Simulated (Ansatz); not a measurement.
# H₇NPSbSi: up Jacob's ladder to CCSD(T)

One table from this session's results is given with a row withheld; the runs are named, their logs left out.

Method: functionals in def2-TZVPP, the program's frozen cores in correlated methods; program: Ansatz 0.2.0, Gaussian basis.

Levels to be run: LDA (SPW92), PBE-D4, revPBE-D4, BLYP-D4, r2SCAN-D4, B97M-V, PBE0-D4, B3LYP-D4, r2SCANh-D4, r2SCAN0-D4, HSE06-D4, BHLYP-D4, CAM-B3LYP-D4, LC-ωPBE, ωB97X-V, ωB97M-V, B2PLYP, PBE-QIDH; CCSD(T)/def2-SVP; CCSD(T)/def2-TZVPP; MP2/def2-QZVPP; extrapolation to the limit; RPA on PBE.

## The geometry

An earlier PBE0-D4 in a triple-zeta def2 set relaxation fixed the geometry. Sb takes the def2 core potential; no spin-orbit term is included.

SMILES `[SiH3]P[NH][SbH2]`, 11 atoms, charge 0, spin multiplicity 1.

Atoms are counted from 1 here; the program's logs count them from 0.

Bond lengths: Si1–P2 2.255 Å, Si1–H5 1.486 Å, Si1–H6 1.488 Å, Si1–H7 1.490 Å, P2–N3 1.707 Å, P2–H8 1.430 Å, N3–Sb4 2.040 Å, N3–H9 1.009 Å, Sb4–H10 1.715 Å, Sb4–H11 1.720 Å. Angles: P2–Si1–H5 108.6°, P2–Si1–H6 108.1°, P2–Si1–H7 113.2°, H5–Si1–H6 109.5°, H5–Si1–H7 108.2°, H6–Si1–H7 109.2°, Si1–P2–N3 101.9°, Si1–P2–H8 94.5°, N3–P2–H8 103.7°, P2–N3–Sb4 126.1°, P2–N3–H9 111.8°, Sb4–N3–H9 115.2°, N3–Sb4–H10 94.5°, N3–Sb4–H11 96.3°, H10–Sb4–H11 90.1°.

Set-up of the first run:

Contents of in.yaml:

```yaml
crystal:
  periodic: [false, false, false]
  atoms:
    - {symbol: Si, position_ang: [-0.805874, 1.893490, 0.083350]}
    - {symbol: P, position_ang: [0.966251, 0.727899, 0.848824]}
    - {symbol: N, position_ang: [1.010225, -0.594888, -0.228440]}
    - {symbol: Sb, position_ang: [-0.406456, -2.051914, -0.403178]}
    - {symbol: H, position_ang: [-0.396164, 2.627310, -1.142359]}
    - {symbol: H, position_ang: [-1.208027, 2.867436, 1.134494]}
    - {symbol: H, position_ang: [-1.973185, 1.032065, -0.257310]}
    - {symbol: H, position_ang: [0.277474, 0.212197, 1.990476]}
    - {symbol: H, position_ang: [1.955862, -0.888697, -0.422941]}
    - {symbol: H, position_ang: [0.138227, -2.586144, -1.938742]}
    - {symbol: H, position_ang: [0.507165, -3.295754, 0.356227]}
basis:
  gaussian: {orbitals: def2-TZVPP}
hamiltonian: {xc: lda}
output: {orbitals: {seedname: orbitals}}
```

Run with:

```bash
> ansatz run in.yaml --threads 4 --pin off --events-out ev --progress --plain --max-ram 10444MiB
```

Among the steps run: LDA; PBE-D4 (GGA); revPBE-D4 (GGA); BLYP-D4 (GGA); r2SCAN-D4 (meta-GGA); B97M-V (meta-GGA); B3LYP-D4 (hybrid); r2SCANh-D4 (hybrid); r2SCAN0-D4 (hybrid); HSE06-D4 (hybrid); BHLYP-D4 (hybrid); CAM-B3LYP-D4 (range-separated); LC-ωPBE (range-separated); ωB97X-V (range-separated); ωB97M-V (range-separated); B2PLYP (double hybrid); PBE-QIDH (double hybrid).

One of the session's tables, all rows but one given; the rest of the session is left out.

It belongs to the step «Orbital energies across the functionals». 

| functional | HOMO (eV) | gap (eV) |
| --- | --- | --- |
| LDA (SPW92) | ? | ? |
| PBE-D4 | -5.69 | 3.71 |
| revPBE-D4 | -5.64 | 3.76 |
| BLYP-D4 | -5.53 | 3.69 |
| r2SCAN-D4 | -5.90 | 4.13 |
| B97M-V | -6.04 | 4.16 |
| PBE0-D4 | -6.78 | 5.59 |
| B3LYP-D4 | -6.57 | 5.19 |
| r2SCANh-D4 | -6.31 | 4.82 |
| r2SCAN0-D4 | -6.91 | 5.85 |
| HSE06-D4 | -6.38 | 4.83 |
| BHLYP-D4 | -7.73 | 7.39 |
| CAM-B3LYP-D4 | -8.01 | 7.83 |
| LC-ωPBE | -9.32 | 10.25 |
| ωB97X-V | -8.99 | 9.78 |
| ωB97M-V | -8.84 | 9.39 |

**Question.** Estimate the row for LDA (SPW92).

The run gave: HOMO (eV): -5.80; gap (eV): 3.61. In the column «HOMO (eV)» it lies between r2SCAN-D4 (-5.90) and PBE-D4 (-5.69).
